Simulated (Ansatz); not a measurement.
# CH9AlOSi2: the cost of one run

Method: RKS PBE/def2-SVP, in Ansatz 0.2.0.

### 1 The starting structure

Bond lengths: Al1–O2 1.801 Å, O2–C3 1.382 Å, C3–Si4 1.894 Å, Si4–Si5 2.169 Å, Al1–H6 1.604 Å, Al1–H7 1.638 Å, C3–H8 1.120 Å, C3–H9 1.180 Å, Si4–H10 1.499 Å, Si4–H11 1.500 Å, Si5–H12 1.456 Å, Si5–H13 1.458 Å, Si5–H14 1.452 Å. Angles (14 of 22 angles, heavy atoms first): Al1–O2–C3 108.7°, O2–C3–Si4 111.4°, C3–Si4–Si5 112.5°, O2–Al1–H6 123.8°, O2–Al1–H7 120.0°, O2–C3–H8 115.6°, O2–C3–H9 110.0°, Si4–C3–H8 106.5°, Si4–C3–H9 104.6°, C3–Si4–H10 105.5°, C3–Si4–H11 107.7°, Si5–Si4–H10 111.2°, Si5–Si4–H11 113.3°, Si4–Si5–H12 110.3°.

Coordinates:

```xyz
14

Al   -2.3615    1.9530    1.0788
O    -1.7705    0.2999    0.6759
C    -0.4836    0.3983    0.1832
Si    0.2444   -1.3097   -0.1906
Si    2.2656   -1.1988   -0.9697
H    -2.1951    2.6317    2.5222
H    -3.1272    2.8495   -0.0580
H    -0.3692    1.0044   -0.7522
H     0.2305    0.8513    1.0065
H    -0.6864   -1.9340   -1.1862
H     0.1343   -2.1359    1.0569
H     2.7772   -2.5345   -1.2395
H     3.0689   -0.5452    0.0559
H     2.2598   -0.3593   -2.1545
```

### 2 Relaxing end A

Input file input.yaml:

```yaml
crystal:
  periodic: [false, false, false]
  atoms:
    - { symbol: Al, position_ang: [-2.3615, 1.953, 1.0788] }
    - { symbol: O, position_ang: [-1.7705, 0.2999, 0.6759] }
    - { symbol: C, position_ang: [-0.4836, 0.3983, 0.1832] }
    - { symbol: Si, position_ang: [0.2444, -1.3097, -0.1906] }
    - { symbol: Si, position_ang: [2.2656, -1.1988, -0.9697] }
    - { symbol: H, position_ang: [-2.1951, 2.6317, 2.5222] }
    - { symbol: H, position_ang: [-3.1272, 2.8495, -0.058] }
    - { symbol: H, position_ang: [-0.3692, 1.0044, -0.7522] }
    - { symbol: H, position_ang: [0.2305, 0.8513, 1.0065] }
    - { symbol: H, position_ang: [-0.6864, -1.934, -1.1862] }
    - { symbol: H, position_ang: [0.1343, -2.1359, 1.0569] }
    - { symbol: H, position_ang: [2.7772, -2.5345, -1.2395] }
    - { symbol: H, position_ang: [3.0689, -0.5452, 0.0559] }
    - { symbol: H, position_ang: [2.2598, -0.3593, -2.1545] }
basis:
  gaussian: { orbitals: def2-SVP }
hamiltonian:
  xc: pbe
relax:
  f_tol: 0.02
  max_steps: 50
output:
  orbitals: {}
```

The run is started by

```console
> ansatz run input.yaml --threads 2 --pin off --max-ram 3072MiB --backend cpu --events-out ev --progress --plain --runs-dir out
```

**Question.** How long does this run take on 2 threads of Arm Neoverse V1, shared host, and how much memory does it need?

About 87 s, with a peak of 0.17 GiB.
